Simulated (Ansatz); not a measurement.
# Ga₃ (quartet): from Hartree-Fock to the top rungs, cc-pVTZ

The task here is to estimate one member of a computed series from the others.

The runs use Ansatz 0.2.0, Gaussian basis; cc-pVTZ, core rule «outside noble gas», up to 42 orbitals frozen.

The runs, in order: UHF; CCSD(T) on ROHF; CCSD(T) on UHF; BCCD(T) on ROHF; CCSDT(Q) on ROHF; CCSDT(Q) on UHF; CASSCF and MRCISD+Q, 9 electrons in 12 orbitals; CASSCF and NEVPT2, 9 electrons in 12 orbitals.

5 further runs of the same task are left out: 5 set aside as unsound or not needed. Runs told in other sessions of the task aren't counted.

## The geometry

The geometry is a PBE0/def2-TZVP stationary point (not a proven minimum). No spin-orbit coupling is included. The filled d shell of Ga may be among the frozen orbitals whatever the setting's name suggests.

3 atoms, charge 0, spin multiplicity 4.

Atoms are counted from 1 here; the program's logs count them from 0.

Bond lengths: Ga1–Ga2 2.566 Å, Ga2–Ga3 2.566 Å. Angles: Ga1–Ga2–Ga3 73.6°.

As a file:

```
Ga    0.00000   -0.68510   -1.53640
Ga    0.00000    1.37020    0.00000
Ga    0.00000   -0.68510    1.53640
```

The first run:

Contents of in.yaml:

```yaml
crystal:
  periodic: [false, false, false]
  atoms:
    - {symbol: Ga, position_ang: [0.000000, -0.685100, -1.536400]}
    - {symbol: Ga, position_ang: [0.000000, 1.370200, 0.000000]}
    - {symbol: Ga, position_ang: [0.000000, -0.685100, 1.536400]}
basis:
  gaussian: {orbitals: cc-pVTZ}
magnetization: {spin_polarized: true, initial_magnetization: 3}
hamiltonian: {xc: hf}
output: {orbitals: {seedname: orbitals}}
```

Launch:

```
$ ansatz run in.yaml --threads 1 --pin off --events-out ev --progress --plain --max-ram 4096MiB --backend cpu
```

Steps of the session up to this table: UHF; CCSD(T) on ROHF; CCSD(T) on UHF; BCCD(T) on ROHF; CCSDT(Q) on ROHF; CCSDT(Q) on UHF; CASSCF and MRCISD+Q, 9 electrons in 12 orbitals; CASSCF and NEVPT2, 9 electrons in 12 orbitals.

One table of the session follows, with a row left open; its other results are not shown here.

```
          method  from UCCSDT(Q) (kJ/mol)
            ROHF                   +530.5
             UHF                   +512.9
            RMP2                   +107.1
            UMP2                   +112.9
           RCCSD                    +42.7
           UCCSD                    +40.5
        RCCSD(T)                     +9.1
        UCCSD(T)                     +7.9
         BCCD(T)                     +9.0
          RCCSDT                     +4.6
          UCCSDT                     +3.1
       RCCSDT(Q)                     +1.5
       UCCSDT(Q)                        0
  CASSCF valence                        ?
  NEVPT2 valence                    +60.7
  MRCISD valence                    +23.8
MRCISD+Q valence                     +2.0
```

**Question.** Estimate the row for CASSCF valence.

As computed: from UCCSDT(Q) (kJ/mol): +285.7. In the column «from UCCSDT(Q) (kJ/mol)» it lies between UMP2 (+112.9) and UHF (+512.9).

With the free atoms at the same levels and basis (separate runs), the atomisation energy is 3.022 eV at UCCSDT(Q), 2.964 eV at RCCSD(T), 2.964 eV at UCCSD(T), 1.676 eV at ROHF.

Caveats from the session: Restricted and unrestricted rows rest on different reference determinants; a gap between their highest levels can come from leftover correlation error, from unlike frozen cores or from another state.
